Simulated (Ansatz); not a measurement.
# ZnBiO: a trial structure relaxed

Where does this trial cell of ZnBiO go when cell and atoms are let free?

Program: Ansatz 0.2.0. Level of theory: DFT PBE, scalar-relativistic, plane waves, PAW. These are calculated values, not measurements.

## (1) Starting point

Symmetry: P4/mmm, No. 123, tetragonal system. Conventional cell: a = 3.448 Å, b = 3.448 Å, c = 4.603 Å, α = 90.00°, β = 90.00°, γ = 90.00°. Zn (site symmetry 4/mmm) has 2 O at 2.30 Å and 4 Bi at 2.44 Å in its first shell of neighbours. Bi (site symmetry 4/mmm) has 4 Zn at 2.44 Å in its first shell of neighbours. O (site symmetry 4/mmm) has 2 Zn at 2.30 Å in its first shell of neighbours.

Structure file:

```cif
data_structure
_symmetry_space_group_name_H-M 'P4/mmm'
_symmetry_Int_Tables_number 123
_cell_length_a 3.4476
_cell_length_b 3.4476
_cell_length_c 4.6031
_cell_angle_alpha 90.000
_cell_angle_beta 90.000
_cell_angle_gamma 90.000
_cell_volume 54.71
loop_
_atom_site_label
_atom_site_type_symbol
_atom_site_symmetry_multiplicity
_atom_site_Wyckoff_symbol
_atom_site_fract_x
_atom_site_fract_y
_atom_site_fract_z
_atom_site_occupancy
Zn1 Zn 1 d 0.50000 0.50000 0.50000 1
Bi1 Bi 1 b 0.00000 0.00000 0.50000 1
O1 O 1 c 0.50000 0.50000 0.00000 1
```

The cell is invented: random cell by space group and Wyckoff sites (P4/mmm, No. 123). The dimensions are guesses.

## (2) Probe: one point on a coarse mesh

input.yaml reads:

```yaml
crystal:
  lattice:
    - [3.44762085, 0.0, 0.0]
    - [0.0, 3.44762085, 0.0]
    - [0.0, 0.0, 4.60311776]
  atoms:
    - { symbol: Zn, position: [0.5, 0.5, 0.5] }
    - { symbol: Bi, position: [0.0, 0.0, 0.5] }
    - { symbol: O, position: [0.5, 0.5, 0.0] }
basis:
  ecutwfc: 420
kpoints:
  mp_grid: { grid: [6, 6, 4] }
hamiltonian:
  xc: pbe
scf:
  occupations: { method: gaussian, width: 0.1 }
  lower_state_search: "off"
output:
  forces: true
  stress: true
  eigenvalues: true
```

Run with:

```bash
$ ansatz run input.yaml --threads 1 --pin off --max-ram 2560MiB --backend cpu --events-out ev --progress --plain --runs-dir out
```

The session goes on with these runs: a loose first relaxation; another rough relaxation; full relaxation.

**Question.** What will these runs give? Wanted: conventional cell; volume; energy over the elements; gap on the mesh.

The runs gave:

| quantity | value |
| --- | --- |
| symmetry at the end (tolerance 0.05 Å) | space group P4/mmm (No. 123) |
| conventional cell | a = 4.269 Å, b = 4.269 Å, c = 3.588 Å, α = 90.00°, β = 90.00°, γ = 90.00° |
| volume | 21.80 Å³/atom |
| energy over the elements (uncorrected; H, N, O, F and Cl as molecules) | -0.14 eV/atom |
| gap on the mesh | none (metal) |

**Reading.** The space group P4/mmm (No. 123) is kept, and the volume per atom grows by 19.6 % from the first guess. It lies below the elements, which doesn't yet make it stable: competing phases were not computed in this session. No finished test with a distortion of lower symmetry is shown, so the end may be a saddle point. The runs treat Bi without spin-orbit coupling. Spin polarisation is off in the runs that give these values; a magnetic solution could lie lower.
